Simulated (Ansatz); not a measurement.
**CH₃Se− (SMILES C[Se-]): functionals against CCSD(T) at one geometry**

One table from this session's results is given with a row withheld; the runs are named, their logs left out.

The runs use Ansatz 0.2.0, Gaussian basis; single points in def2-TZVPPD.

Cores are frozen in the correlated methods. Filled d shells of the heavier atoms are correlated.

## Where the work starts

SMILES `C[Se-]`, 5 atoms, charge -1, spin multiplicity 1.

Atoms are counted from 1 here; the program's logs count them from 0.

Bond lengths: C1–Se2 1.958 Å, C1–H3 1.067 Å, C1–H4 1.121 Å, C1–H5 1.092 Å. Angles: Se2–C1–H3 108.4°, Se2–C1–H4 109.0°, Se2–C1–H5 110.1°, H3–C1–H4 110.3°, H3–C1–H5 109.9°, H4–C1–H5 109.2°.

Geometry (Å):

```
C    -0.1180   -0.1134    0.0781
Se    1.1999    1.0623   -0.7669
H     0.1882   -1.1249   -0.0717
H    -0.1650    0.1197    1.1734
H    -1.1029    0.0470   -0.3664
```

Set-up of the first run:

Input file run/in.yaml:

```yaml
crystal:
  periodic: [false, false, false]
  atoms:
    - {symbol: C, position_ang: [-0.118000, -0.113400, 0.078100]}
    - {symbol: Se, position_ang: [1.199900, 1.062300, -0.766900]}
    - {symbol: H, position_ang: [0.188200, -1.124900, -0.071700]}
    - {symbol: H, position_ang: [-0.165000, 0.119700, 1.173400]}
    - {symbol: H, position_ang: [-1.102900, 0.047000, -0.366400]}
basis:
  gaussian: {orbitals: "def2-TZVPPD.json"}
total_charge: -1
correlation: {method: ccsd_t}
output: {forces: true}
```

The basis file named in the input lies beside it (Basis Set Exchange, JSON).

No record of the launch command was kept for these runs.

Steps of the session up to this table: CCSD(T)/def2-TZVPPD; PBE0-D4/def2-TZVPPD; wB97M-V/def2-TZVPPD; r2SCAN-D4/def2-TZVPPD; PBE-D4/def2-TZVPPD; revPBE-D4/def2-TZVPPD; BLYP-D4/def2-TZVPPD.

One of the session's tables, all rows but one given; the rest of the session is left out.

| method | RMS force component (eV/Å) | angle to CCSD(T) forces (°) |
| --- | --- | --- |
| CCSD(T) | 0.493 | reference |
| PBE0-D4 | 0.484 | 7.0 |
| wB97M-V | 0.484 | 6.3 |
| r2SCAN-D4 | 0.487 | 1.2 |
| PBE-D4 | ? | ? |
| revPBE-D4 | 0.528 | 15.3 |
| BLYP-D4 | 0.551 | 18.1 |

Q: Estimate the row for PBE-D4 from the others.

**Answer.** RMS force component (eV/Å): 0.513; angle to CCSD(T) forces (°): 12.6. In the column «RMS force component (eV/Å)» it lies between CCSD(T) (0.493) and revPBE-D4 (0.528).

Caveats from the session: The anion's highest level is positive in at least one run, so there the basis alone may hold the extra electron.
